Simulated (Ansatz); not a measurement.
# GaGe (F-43m) in Ansatz: a series of runs

Aim: see how the results for GaGe move with the level of theory and the settings. Levels: revPBE, BLYP. Tasks: relaxation of cell and atoms.

All numbers are computed with Ansatz 0.2.0; they aren't measurements. Logs are shortened: lines on timing, memory, paths and dates and some standing lists are left out, and cuts for length are marked.

## (1) The crystal as given

It takes space group F-43m (No. 216, cubic). The conventional cell has a = 5.796 Å, b = 5.796 Å, c = 5.796 Å, α = 90.00°, β = 90.00°, γ = 90.00°. Around Ge (site symmetry -43m) lie 4 Ga at 2.51 Å. Around Ga (site symmetry -43m) lie 4 Ge at 2.51 Å.

The cell comes from a database or a generator and needn't be the stable form of this composition.

## (2) Relaxation of cell and atoms, revPBE

input.yaml

```yaml
crystal:
  lattice:
    - [0.0, 2.897844, 2.897844]
    - [2.897844, 0.0, 2.897844]
    - [2.897844, 2.897844, 0.0]
  atoms:
    - { symbol: Ge, position: [0.0, 0.0, 0.0] }
    - { symbol: Ga, position: [0.25, 0.25, 0.25] }
hamiltonian:
  xc: revpbe
  pseudopotentials: { kind: paw }
kpoints:
  mp_grid: { grid: [8, 8, 8] }
scf:
  occupations: { method: fermi_dirac, width: 0.05 }
output:
  forces: true
  stress: true
  eigenvalues: true
relax:
  f_tol: 0.01
  max_steps: 40
  cell: { stress_tol: 0.05 }
```

Potentials or basis: Ansatz PAW.

Run with:

```console
$ ansatz run input.yaml --threads 2 --pin off --max-ram 5632MiB --backend cpu --events-out ev --progress --plain --runs-dir out
```

The log of the run:

```text
Warning: RAYON_NUM_THREADS=2 ignored (pool sized by the plan → 2); use --threads N
Engine: ansatz 0.2.0, aarch64-unknown-linux-gnu
Pseudopotentials: kind: paw
Pseudopotential: Ge, paw, valence charge 14, recommended cutoff 420 eV (normal), Ge.paw.azcp
Pseudopotential: Ga, paw, valence charge 13, recommended cutoff 420 eV (normal), Ga.paw.azcp
Functional definition: revPBE
  parameter kappa = 1.245
  parameter beta = 0.06672455060314922
  exchange = pbe_x(kappa = kappa, mu = beta*pi^2/3)
  correlation = pbe_c(beta = beta)
Crystal: 2 atoms, lattice volume = 48.669 Å³
Basis set: ecut = 420 eV, 941 PW (Γ), exchange–correlation on 60×60×60 points (8 copies of the dense FFT grid, shifted against one another)
Bands: 18, of which v1, the nominal top of the filled ones, is band 14 counted from 1 (13 counted from 0)
Symmetry: 24 space group operations
Space group: F-43m (ITA 216), of the structure as read, at distance tolerance 3.7e-5 Å
k-points: 29 of 512 (time reversal used)
Non-local potential: Ge, projectors of the file, l = 0: 2, l = 1: 2, l = 2: 3, l = 3: 1
Non-local potential: Ga, projectors of the file, l = 0: 2, l = 1: 2, l = 2: 3, l = 3: 1
PAW form: soft (Blöchl's): semilocal exchange-correlation on the pseudo side does not see the compensation charge
PAW frozen core: Ge, regenerated for the run's functional, and the local potential with it (the file was generated under x = pbe(κ = 0.804, μ = 0.2195149727645171), c = pbe(β = 0.06672455060314922))
PAW frozen core: Ga, regenerated for the run's functional, and the local potential with it (the file was generated under x = pbe(κ = 0.804, μ = 0.2195149727645171), c = pbe(β = 0.06672455060314922))
PAW one-centre angular grid: Ge, 590 points (default); XC on 64 Gauss nodes
PAW one-centre angular grid: Ga, 590 points (default); XC on 64 Gauss nodes
Initial density: superposition of atomic densities (neutral atoms: chi_scale 0, normalization atom), corrected by the library's trained network
Initial wavefunctions: pseudopotential atomic-orbital guess
Functional: x = revpbe(κ = 1.245, μ = 0.2195149727645171), c = pbe(β = 0.06672455060314922)
SCF iter   1: F=—  HF=-8085.745137 eV  |F-HF|=—  |Δ(HF+E_count)|=         —  Δρ=1.93e-3  dr2=1.32e-3  ethr=1.77e-3  ⟨swp⟩=6.0  Hψ=2499  notcnv=0
preconditioner: auto → LDOS  [insulator: Δε(μ)=0.279 eV  Ē_g=20.503 eV  σ=0.050 eV  W_gap=0.67  n_scr=14 (ndim 8)  ℏωp=27.7 eV  f_vac=0.056  D(μ)=1.09/eV (n_scr^D=8)  ε∞_Penn≈2.8  β→1.0]
SCF iter   2: F=—  HF=-8085.746451 eV  |F-HF|=—  |Δ(HF+E_count)|=   1.31e-3  Δρ=2.80e-3  dr2=2.16e-3  ethr=4.90e-6  ⟨swp⟩=2.0  Hψ=1273  notcnv=0  defer=3
SCF iter   3: F=—  HF=-8085.744171 eV  |F-HF|=—  |Δ(HF+E_count)|=   2.28e-3  Δρ=2.99e-4  dr2=3.63e-5  ethr=4.90e-6  ⟨swp⟩=2.0  Hψ=1030  notcnv=0  defer=3
SCF iter   4: F=—  HF=-8085.744175 eV  |F-HF|=—  |Δ(HF+E_count)|=   4.02e-6  Δρ=1.91e-4  dr2=1.03e-5  ethr=1.34e-7  ⟨swp⟩=2.0  Hψ=916  notcnv=0
SCF iter   5: F=—  HF=-8085.744160 eV  |F-HF|=—  |Δ(HF+E_count)|=   1.47e-5  Δρ=4.90e-5  dr2=6.62e-7  ethr=3.80e-8  ⟨swp⟩=2.0  Hψ=905  notcnv=0
SCF iter   6: F=-8085.744161 eV  HF=-8085.744161 eV  |F-HF|=3.83e-8  |Δ(HF+E_count)|=   5.23e-7  Δρ=6.36e-6  dr2=1.46e-8  ethr=3.70e-10  ⟨swp⟩=5.8  Hψ=2274  notcnv=0
SCF 1 converged in 6 iterations: F = -8085.744161 eV  dr2 = 1.46e-8
relax step   1: F+E_penalty+E_count = -8085.74416070 eV  Δ(F+E_penalty+E_count) = +0.000e0 eV  max|allowed force component| = 2.405e-16 eV/Å  Δτ_max = 0.0000 Å  P = +1.425 GPa  Ω = 48.669 Å³  (6 SCF iters, dr2 threshold 1.00e-7 eV, accepted)
Crystal: 2 atoms, lattice volume = 49.718 Å³
Initial density: handed on by an earlier stage of this run
Initial wavefunctions: those handed on with the density
iter 1 solved again at ethr=5.93e-7 eV; its pass at ethr=3.10e-3 eV (dr2=1.60e-4 eV) is discarded
SCF iter   1: F=—  HF=-8085.749708 eV  |F-HF|=—  |Δ(HF+E_count)|=         —  Δρ=5.94e-4  dr2=1.61e-4  ethr=5.93e-7  ⟨swp⟩=2.9  Hψ=3321  notcnv=0
preconditioner: auto → LDOS  [insulator: Δε(μ)=0.269 eV  Ē_g=20.393 eV  σ=0.050 eV  W_gap=0.67  n_scr=14 (ndim 8)  ℏωp=27.4 eV  f_vac=0.063  D(μ)=1.10/eV (n_scr^D=8)  ε∞_Penn≈2.8  β→1.0]
SCF iter   2: F=—  HF=-8085.749784 eV  |F-HF|=—  |Δ(HF+E_count)|=   7.66e-5  Δρ=2.16e-4  dr2=2.35e-5  ethr=5.93e-7  ⟨swp⟩=2.0  Hψ=761  notcnv=0
SCF iter   3: F=—  HF=-8085.749794 eV  |F-HF|=—  |Δ(HF+E_count)|=   9.47e-6  Δρ=2.49e-4  dr2=1.69e-5  ethr=8.69e-8  ⟨swp⟩=2.0  Hψ=908  notcnv=0
SCF iter   4: F=—  HF=-8085.749776 eV  |F-HF|=—  |Δ(HF+E_count)|=   1.78e-5  Δρ=2.79e-5  dr2=4.30e-7  ethr=6.25e-8  ⟨swp⟩=2.5  Hψ=861  notcnv=0
SCF iter   5: F=-8085.749776 eV  HF=-8085.749776 eV  |F-HF|=9.99e-8  |Δ(HF+E_count)|=   2.84e-7  Δρ=1.05e-5  dr2=4.28e-8  ethr=7.41e-10  ⟨swp⟩=5.0  Hψ=2382  notcnv=0
SCF 2 converged in 5 iterations: F = -8085.749776 eV  dr2 = 4.28e-8
relax step   2: F+E_penalty+E_count = -8085.74977610 eV  Δ(F+E_penalty+E_count) = -5.615e-3 eV  max|allowed force component| = 9.714e-17 eV/Å  Δτ_max = 0.0000 Å  P = +0.380 GPa  Ω = 49.718 Å³  energy of the carried Pulay correction = -2.209e-4 eV  (5 SCF iters, dr2 threshold 2.00e-7 eV, accepted)
Crystal: 2 atoms, lattice volume = 50.110 Å³
iter 1 solved again at ethr=1.09e-7 eV; its pass at ethr=3.10e-3 eV (dr2=2.96e-5 eV) is discarded
SCF iter   1: F=—  HF=-8085.750173 eV  |F-HF|=—  |Δ(HF+E_count)|=         —  Δρ=2.16e-4  dr2=2.16e-5  ethr=1.09e-7  ⟨swp⟩=2.1  Hψ=2911  notcnv=0
preconditioner: auto → LDOS  [insulator: Δε(μ)=0.266 eV  Ē_g=20.358 eV  σ=0.050 eV  W_gap=0.66  n_scr=14 (ndim 8)  ℏωp=27.3 eV  f_vac=0.063  D(μ)=1.10/eV (n_scr^D=8)  ε∞_Penn≈2.8  β→1.0]
SCF iter   2: F=—  HF=-8085.750181 eV  |F-HF|=—  |Δ(HF+E_count)|=   7.62e-6  Δρ=7.35e-5  dr2=2.87e-6  ethr=8.00e-8  ⟨swp⟩=2.0  Hψ=761  notcnv=0
SCF iter   3: F=—  HF=-8085.750183 eV  |F-HF|=—  |Δ(HF+E_count)|=   1.47e-6  Δρ=9.02e-5  dr2=2.29e-6  ethr=1.06e-8  ⟨swp⟩=2.5  Hψ=899  notcnv=0
SCF iter   4: F=-8085.750180 eV  HF=-8085.750180 eV  |F-HF|=1.20e-8  |Δ(HF+E_count)|=   2.34e-6  Δρ=9.78e-6  dr2=5.49e-8  ethr=7.41e-10  ⟨swp⟩=3.1  Hψ=2216  notcnv=0
SCF 3 converged in 4 iterations: F = -8085.750180 eV  dr2 = 5.49e-8
relax step   3: F+E_penalty+E_count = -8085.75018026 eV  Δ(F+E_penalty+E_count) = -4.042e-4 eV  max|allowed force component| = 4.626e-17 eV/Å  Δτ_max = 0.0000 Å  P = +0.020 GPa  Ω = 50.110 Å³  energy of the carried Pulay correction = -3.023e-4 eV  (4 SCF iters, dr2 threshold 2.00e-7 eV, accepted)
Initial wavefunctions: pseudopotential atomic-orbital guess (no wavefunctions were taken with the density)
iter 1 solved again at ethr=3.20e-7 eV; its pass at ethr=3.10e-3 eV (dr2=8.64e-5 eV) is discarded
SCF iter   1: F=—  HF=-8085.735768 eV  |F-HF|=—  |Δ(HF+E_count)|=         —  Δρ=8.73e-4  dr2=2.83e-5  ethr=3.20e-7  ⟨swp⟩=2.4  Hψ=3604  notcnv=0
preconditioner: auto → LDOS  [insulator: Δε(μ)=0.265 eV  Ē_g=20.364 eV  σ=0.050 eV  W_gap=0.66  n_scr=14 (ndim 8)  ℏωp=27.3 eV  f_vac=0.061  D(μ)=1.10/eV (n_scr^D=8)  ε∞_Penn≈2.8  β→1.0]
SCF iter   2: F=—  HF=-8085.750484 eV  |F-HF|=—  |Δ(HF+E_count)|=   1.47e-2  Δρ=1.06e-4  dr2=1.27e-5  ethr=1.05e-7  ⟨swp⟩=2.8  Hψ=779  notcnv=0
SCF iter   3: F=—  HF=-8085.750443 eV  |F-HF|=—  |Δ(HF+E_count)|=   4.05e-5  Δρ=7.59e-5  dr2=3.52e-6  ethr=4.72e-8  ⟨swp⟩=2.0  Hψ=618  notcnv=0
SCF iter   4: F=—  HF=-8085.750481 eV  |F-HF|=—  |Δ(HF+E_count)|=   3.72e-5  Δρ=2.68e-5  dr2=2.65e-7  ethr=1.30e-8  ⟨swp⟩=2.5  Hψ=912  notcnv=0
SCF iter   5: F=—  HF=-8085.750493 eV  |F-HF|=—  |Δ(HF+E_count)|=   1.20e-5  Δρ=9.62e-6  dr2=5.73e-8  ethr=9.81e-10  ⟨swp⟩=2.0  Hψ=915  notcnv=0
SCF iter   6: F=—  HF=-8085.750493 eV  |F-HF|=—  |Δ(HF+E_count)|=   1.93e-7  Δρ=2.24e-6  dr2=1.35e-9  ethr=2.12e-10  ⟨swp⟩=2.0  Hψ=765  notcnv=0
SCF iter   7: F=—  HF=-8085.750493 eV  |F-HF|=—  |Δ(HF+E_count)|=   1.32e-9  Δρ=1.12e-6  dr2=1.42e-9  ethr=5.00e-12  ⟨swp⟩=2.0  Hψ=917  notcnv=0
SCF iter   8: F=—  HF=-8085.750493 eV  |F-HF|=—  |Δ(HF+E_count)|=  5.46e-10  Δρ=2.24e-7  dr2=3.98e-11  ethr=5.00e-12  ⟨swp⟩=2.0  Hψ=618  notcnv=0
SCF iter   9: F=-8085.750493 eV  HF=-8085.750493 eV  |F-HF|=3.64e-12  |Δ(HF+E_count)|=  3.09e-11  Δρ=4.03e-8  dr2=1.77e-12  ethr=1.00e-12  ⟨swp⟩=5.0  Hψ=2050  notcnv=0
SCF 4 converged in 9 iterations: F = -8085.750493 eV  dr2 = 1.77e-12
relax step   4: F+E_penalty+E_count = -8085.75049276 eV  Δ(F+E_penalty+E_count) = -3.125e-4 eV  max|allowed force component| = 5.551e-17 eV/Å  Δτ_max = 0.0000 Å  P = +0.019 GPa  Ω = 50.110 Å³  stress off target by 1.90e-2 GPa  SCF on the basis re-selected at this cell (its energy is not comparable with the rows above)  (9 SCF iters)
basis re-selected at this cell: Δ(F+E_penalty+E_count) = -3.125e-4 eV, ΔP = -0.001 GPa vs the last step (what re-selecting the basis moved, of the pressure what is left beyond the Pulay correction that the steps carried, after the strain that the cell walked since its last selection, with what the two solves' SCF thresholds leave and, on support functions, any second-order correction that the steps lacked; it is no measure of the basis error at this ecutwfc). This SCF's stress stands 1.90e-2 GPa from its target on what of the cell is left free (relax.cell.stress_tol is 5.00e-2 GPa) and its largest allowed force component is 5.55e-17 eV/Å (relax.f_tol is 1.00e-2 eV/Å): within both
SCF converged after 9 iterations
Free energy (F): -8085.750493 eV
Harris-Foulkes:  -8085.750493 eV  (|F-HF|=3.64e-12)
Internal energy: -8085.741793 eV  (E = F + TS)
E sigma→0 (E₀):  -8085.746143 eV
Entropy (-TS):   -0.008700 eV (-4.350 meV/atom)
Fermi energy:    6.139165 eV
--- Per-component energies (eV) ---
  E_band       = -245.511443
  E_kinetic    = 224.296706
  E_local      = -4676.607545  (includes V_loc(G=0)·N_el)
  E_nonlocal   = 839.057124
  E_hartree    = 2101.908496
  E_xc         = -143.770515
  E_vxc        = -120.814105  (∫ρ·V_xc dr)
  E_paw        = -4012.492625  (= ΣΔE_a)
  E_vpaw       = -715.260759  (= ΣTr[D̂ρ^β])
  E_aug_tail   = 0.000211  (compensation charges beyond the density's cutoff)
  E_ewald      = -2417.913727
  E_core_change = -0.219917  (= ΣΔE_core)
  E_smearing   = -0.008700  (= −TS)
  E_closure    = 0.000000  (closes the sum)
  Σ components = -8085.750493   (vs F -8085.750493, Δ=0.00e0)
--- Forces (eV/Å), atoms counted from 1 ---
  atom   1  Ge     0.00000000     0.00000000    -0.00000000
  atom   2  Ga    -0.00000000     0.00000000     0.00000000
  max |Σ_I F_I| component: 9.25e-17 eV/Å
--- Stress (GPa, compression-positive) ---
        0.019002       0.000000       0.000000
        0.000000       0.019002       0.000000
        0.000000       0.000000       0.019002
  P = ⅓ Tr σ = 0.0190 GPa (0.190 kbar)
--- Band table (eV; the first three rows and the last of 29) ---
  k-point 0: bands = ["-17.7954", "-17.7954", "-17.7954", "-17.7783", "-17.7783", "-8.1627", "-8.1627", "-8.1627", "-8.1082", "-8.1082", "-4.2205", "7.7650", "7.7650", "7.7650", "7.9950", "10.4433", "10.4433", "10.4433"]
  k-point 1: bands = ["-17.7954", "-17.7951", "-17.7951", "-17.7782", "-17.7782", "-8.1662", "-8.1603", "-8.1603", "-8.1084", "-8.1084", "-4.0437", "5.6866", "7.4763", "7.4763", "8.8983", "10.8361", "10.8361", "11.1814"]
  k-point 2: bands = ["-17.7953", "-17.7943", "-17.7943", "-17.7779", "-17.7779", "-8.1747", "-8.1550", "-8.1550", "-8.1083", "-8.1083", "-3.5340", "3.5008", "6.9850", "6.9850", "8.5731", "11.3845", "11.3845", "13.0897"]
  k-point 28: bands = ["-17.7952", "-17.7938", "-17.7906", "-17.7787", "-17.7764", "-8.1968", "-8.1415", "-8.1330", "-8.1154", "-8.1068", "-1.2489", "0.5600", "4.0749", "4.1889", "11.7595", "11.9018", "12.1561", "12.5610"]
--- Relaxed structure (3 steps of the walk, 3 accepted, 1 SCFs on fresh bases) ---
  F+E_penalty+E_count = -8085.75049276 eV   max|allowed force component| = 5.551e-17 eV/Å   (the final SCF, on the basis selected at the relaxed cell)
  cell:  # Å, volume = 50.1097 Å³
    - [-1.3757504488818092e-33, 2.9261554656384248, 2.9261554656384248]
    - [2.9261554656384248, 4.331066227961254e-34, 2.9261554656384248]
    - [2.9261554656384248, 2.9261554656384248, 1.2993198683883756e-33]
  atoms:
    - { symbol: Ge, position: [-6.0368548691777036e-34, 6.7014627446835056e-34, 6.4799267861815716e-34] }
    - { symbol: Ga, position: [0.25, 0.25, 0.25] }
```

Run time: 6.1 s. Hardware: 2 threads of Arm Neoverse V1, shared host; peak memory 0.35 GiB.

Results:

```
Free energy                            : -8085.7505 eV
Relaxed volume                         : 25.05 Å³/atom
Relaxed cell                           : a = 4.138 Å, b = 4.138 Å, c = 4.138 Å, α = 60.00°, β = 60.00°, γ = 60.00°
Space group after relaxing (to 0.05 Å) : F-43m (No. 216)
Energy gained by relaxing              : 3.2 meV/atom
Ionic steps                            : 4
Pressure after relaxing                : 0.0 GPa
Band gap on the k mesh                 : none (metal or under the smearing width)
```

The path:
```
step  energy change (eV)  largest force (eV/Å)  volume (Å³)
   1              0.0000                0.0000        48.67
   2             -0.0056                0.0000        49.72
   3             -0.0060                0.0000        50.11
   4             -0.0063                0.0000        50.11
```

Final structure:
```
Ge Ga
1.0
     0.00000    2.92616    2.92616
     2.92616    0.00000    2.92616
     2.92616    2.92616    0.00000
Ge Ga
1 1
Cartesian
  0.0000 0.0000 0.0000
  1.4631 1.4631 1.4631
```

Levels at points of the mesh, in eV from the Fermi level:
```tsv
k point	band 11	band 12	band 13	band 14	band 15	band 16	band 17	band 18
(0.00, 0.00, 0.00)	-10.36	1.63	1.63	1.63	1.86	4.30	4.30	4.30
(0.00, 0.00, -0.50)	-8.48	-5.26	0.37	0.37	1.98	5.29	5.29	8.20
(0.00, -0.50, -0.50)	-7.46	-5.72	-1.21	-1.21	2.36	2.44	10.76	10.76
```

Caveat: the plane-wave basis is chosen anew once the cell has moved, so the energies of steps on either side of that aren't comparable; the PAW data sets come from PBE, with cores solved anew for the run's functional, which leaves a small shift of forces and pressure.

## (3) Relaxation of cell and atoms, BLYP

input.yaml, as its differences from that of step 2:

```diff
@@ -9,3 +9,3 @@
 hamiltonian:
-  xc: revpbe
+  xc: blyp
   pseudopotentials: { kind: paw }
```

Potentials or basis: Ansatz PAW.

Run with:

```console
$ ansatz run input.yaml --threads 2 --pin off --max-ram 5632MiB --backend cpu --events-out ev --progress --plain --runs-dir out
```

The log of the run:

```text
Warning: RAYON_NUM_THREADS=2 ignored (pool sized by the plan → 2); use --threads N
[... 4 set-up lines as earlier in the session ...]
Functional definition: BLYP
  parameter beta = 0.0042
  parameter a = 0.04918
  parameter b = 0.132
  parameter c = 0.2533
  parameter d = 0.349
  exchange = b88_x(beta = beta)
  correlation = lyp_c(a = a, b = b, c = c, d = d)
Crystal: 2 atoms, lattice volume = 48.669 Å³
Basis set: ecut = 420 eV, 941 PW (Γ), exchange–correlation on 60×60×60 points (8 copies of the dense FFT grid, shifted against one another)
[... 99 lines left out ...]
        0.009643       0.000000      -0.000000
        0.000000       0.009643       0.000000
       -0.000000       0.000000       0.009643
  P = ⅓ Tr σ = 0.0096 GPa (0.096 kbar)
--- Band table (eV; the first three rows and the last of 29) ---
  k-point 0: bands = ["-17.9888", "-17.9888", "-17.9888", "-17.9731", "-17.9731", "-8.3812", "-8.3812", "-8.3812", "-8.3333", "-8.3333", "-4.1672", "7.1516", "7.5481", "7.5481", "7.5481", "10.2343", "10.2343", "10.2343"]
  k-point 1: bands = ["-17.9888", "-17.9885", "-17.9885", "-17.9730", "-17.9730", "-8.3842", "-8.3792", "-8.3792", "-8.3334", "-8.3334", "-4.0009", "5.3227", "7.2815", "7.2815", "8.3723", "10.5997", "10.5997", "10.8607"]
  k-point 2: bands = ["-17.9888", "-17.9879", "-17.9879", "-17.9728", "-17.9728", "-8.3913", "-8.3747", "-8.3747", "-8.3334", "-8.3334", "-3.5242", "3.2881", "6.8192", "6.8192", "8.1410", "11.1417", "11.1417", "12.6253"]
  k-point 28: bands = ["-17.9886", "-17.9875", "-17.9848", "-17.9735", "-17.9716", "-8.4104", "-8.3635", "-8.3557", "-8.3394", "-8.3320", "-1.4408", "0.4373", "4.1335", "4.2450", "11.2911", "11.7764", "11.7988", "12.4718"]
--- Relaxed structure (4 steps of the walk, 4 accepted, 1 SCFs on fresh bases) ---
  F+E_penalty+E_count = -8097.90553232 eV   max|allowed force component| = 4.626e-17 eV/Å   (the final SCF, on the basis selected at the relaxed cell)
  cell:  # Å, volume = 52.3590 Å³
    - [-5.859677837829929e-34, 2.9692984099374384, 2.9692984099374384]
    - [2.9692984099374384, 2.445778575789883e-33, 2.9692984099374384]
    - [2.9692984099374384, 2.9692984099374384, 3.617714143355869e-33]
  atoms:
    - { symbol: Ge, position: [-8.2245224593843e-34, 8.999898314141069e-34, 7.8922185216314e-34] }
    - { symbol: Ga, position: [0.25, 0.25, 0.25] }
```

Run time: 8.1 s. Hardware: 2 threads of Arm Neoverse V1, shared host; peak memory 0.35 GiB.

What came out:

| Property | Result |
| --- | --- |
| Free energy | -8097.9055 eV |
| Relaxed volume | 26.18 Å³/atom |
| Relaxed cell | a = 4.199 Å, b = 4.199 Å, c = 4.199 Å, α = 60.00°, β = 60.00°, γ = 60.00° |
| Space group after relaxing (to 0.05 Å) | F-43m (No. 216) |
| Energy gained by relaxing | 17.9 meV/atom |
| Ionic steps | 5 |
| Pressure after relaxing | 0.0 GPa |
| Band gap on the k mesh | none (metal or under the smearing width) |

Step by step:
| step | energy change (eV) | largest force (eV/Å) | volume (Å³) |
| --- | --- | --- | --- |
| 1 | 0.0000 | 0.0000 | 48.67 |
| 2 | -0.0317 | 0.0000 | 51.13 |
| 3 | -0.0350 | 0.0000 | 52.21 |
| 4 | -0.0351 | 0.0000 | 52.36 |
| 5 | -0.0357 | 0.0000 | 52.36 |

Final structure:
```cif
data_structure
_symmetry_space_group_name_H-M 'P 1'
_symmetry_Int_Tables_number 1
_cell_length_a 4.1992
_cell_length_b 4.1992
_cell_length_c 4.1992
_cell_angle_alpha 60.000
_cell_angle_beta 60.000
_cell_angle_gamma 60.000
_cell_volume 52.36
loop_
_atom_site_label
_atom_site_type_symbol
_atom_site_fract_x
_atom_site_fract_y
_atom_site_fract_z
_atom_site_occupancy
Ge1 Ge 0.00000 0.00000 0.00000 1
Ga1 Ga 0.25000 0.25000 0.25000 1
```

Levels at points of the mesh, in eV from the Fermi level:
```
             k point  band 10  band 11  band 12  band 13  band 14  band 15  band 16  band 17  band 18
  (0.00, 0.00, 0.00)   -14.36   -10.20     1.12     1.52     1.52     1.52     4.21     4.21     4.21
 (0.00, 0.00, -0.50)   -14.36    -8.47    -5.17     0.33     0.33     1.68     5.23     5.23     8.31
(0.00, -0.50, -0.50)   -14.36    -7.53    -5.71    -1.13    -1.13     2.46     2.46    10.20    10.20
```

Caveat: the plane-wave basis is chosen anew once the cell has moved, so the energies of steps on either side of that aren't comparable; the PAW data sets come from PBE, with cores solved anew for the run's functional, which leaves a small shift of forces and pressure.
